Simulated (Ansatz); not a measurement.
**CH4OSSi: one species, many methods**

How much do the methods differ for CH4OSSi? The plan is to run it at one geometry with functionals of several rungs and with coupled cluster, and see how far each lands from CCSD(T) at the basis-set limit for the atomisation energy.

Method: functionals in def2-TZVPP, the program's frozen cores in correlated methods; program: Ansatz 0.2.0, Gaussian basis.

Plan: PBE-D4, r2SCAN-D4, PBE0-D4, B3LYP-D4, ωB97X-V, ωB97M-V, B2PLYP; CCSD(T)/def2-TZVPP; CCSD(T)/def2-QZVPP; extrapolation to the limit.

### 1 The geometry

All runs share one geometry, relaxed beforehand with PBE0-D4 in a triple-zeta def2 set.

SMILES `CS[Si]O`, 8 atoms, charge 0, spin multiplicity 1.

Atoms are counted from 1 here; the program's logs count them from 0.

Bond lengths: C1–S2 1.813 Å, C1–H5 1.089 Å, C1–H6 1.092 Å, C1–H7 1.089 Å, S2–Si3 2.146 Å, Si3–O4 1.649 Å, O4–H8 0.961 Å. Angles: S2–C1–H5 109.2°, S2–C1–H6 110.5°, S2–C1–H7 109.2°, H5–C1–H6 109.2°, H5–C1–H7 109.5°, H6–C1–H7 109.2°, C1–S2–Si3 99.6°, S2–Si3–O4 101.1°, Si3–O4–H8 121.6°.

Geometry (Å):

```mol
CH4OSSi
  3D, bonds by distance, orders not assigned

  8  7  0  0  0  0  0  0  0  0999 V2000
    0.8297    0.8969   -0.9533 C   0  0
   -0.6809    0.0212   -0.4647 S   0  0
   -0.0115   -0.8437    1.3815 Si  0  0
   -1.3653   -1.6541    1.8621 O   0  0
    1.1681    0.5160   -1.9156 H   0  0
    1.6167    0.7473   -0.2105 H   0  0
    0.6144    1.9608   -1.0379 H   0  0
   -2.1712   -1.6444    1.3385 H   0  0
  1  2  8  0
  2  3  8  0
  3  4  8  0
  1  5  8  0
  1  6  8  0
  1  7  8  0
  4  8  8  0
M  END
```

### 2 PBE-D4 (GGA)

in.yaml reads:

```yaml
crystal:
  periodic: [false, false, false]
  atoms:
    - {symbol: C, position_ang: [0.829698, 0.896858, -0.953297]}
    - {symbol: S, position_ang: [-0.680943, 0.021211, -0.464732]}
    - {symbol: Si, position_ang: [-0.011486, -0.843662, 1.381497]}
    - {symbol: O, position_ang: [-1.365302, -1.654131, 1.862071]}
    - {symbol: H, position_ang: [1.168117, 0.515969, -1.915553]}
    - {symbol: H, position_ang: [1.616669, 0.747286, -0.210546]}
    - {symbol: H, position_ang: [0.614439, 1.960837, -1.037905]}
    - {symbol: H, position_ang: [-2.171192, -1.644359, 1.338454]}
basis:
  gaussian: {orbitals: def2-TZVPP}
hamiltonian: {xc: pbe, dispersion: d4}
output: {forces: true, orbitals: {seedname: orbitals}}
```

Command:

```console
ansatz run in.yaml --threads 2 --pin off --events-out ev --progress --plain --max-ram 32768MiB --backend cpu
```

After this run come: r2SCAN-D4 (meta-GGA); PBE0-D4 (hybrid); B3LYP-D4 (hybrid); ωB97X-V (range-separated); ωB97M-V (range-separated); B2PLYP (double hybrid); CCSD(T) in def2-TZVPP; CCSD(T) in def2-QZVPP.

Before running them: what should the planned runs give, taken together? Wanted: atomisation energy, CCSD(T)/CBS; farthest; mean size of error, hybrid; mean size of error, range-separated; gap, smallest and largest; T1 diagnostic; triples share of the correlation energy.

**Answer**, as computed:

| quantity | value |
| --- | --- |
| atomisation energy, CCSD(T)/CBS | 695.9 kcal/mol |
| functionals within 3.5 kcal/mol (0.5 %) | r2SCAN-D4, PBE0-D4, B3LYP-D4, ωB97X-V |
| farthest | PBE-D4 (+13.2 kcal/mol) |
| mean size of error, hybrid | 3.0 kcal/mol |
| mean size of error, range-separated | 2.3 kcal/mol |
| gap, smallest and largest | 3.42 eV (PBE-D4), 9.51 eV (ωB97X-V) |
| T1 diagnostic | 0.0140 |
| triples share of the correlation energy | 4.2 % |

What this shows: PBE-D4 is off by +13.2 kcal/mol. Double hybrids carry the basis error of their MP2 part in triple zeta, and no dispersion term here, so their miss is partly the set-up's. Misses under about 3.5 kcal/mol are within the doubt on the reference itself, which lacks core-valence correlation, relativity and higher excitations. Hartree-Fock recovers 70 % of the binding; the rest is correlation. The gap grows from 3.4 to 9.5 eV across the functionals, mostly with the share of exact exchange.
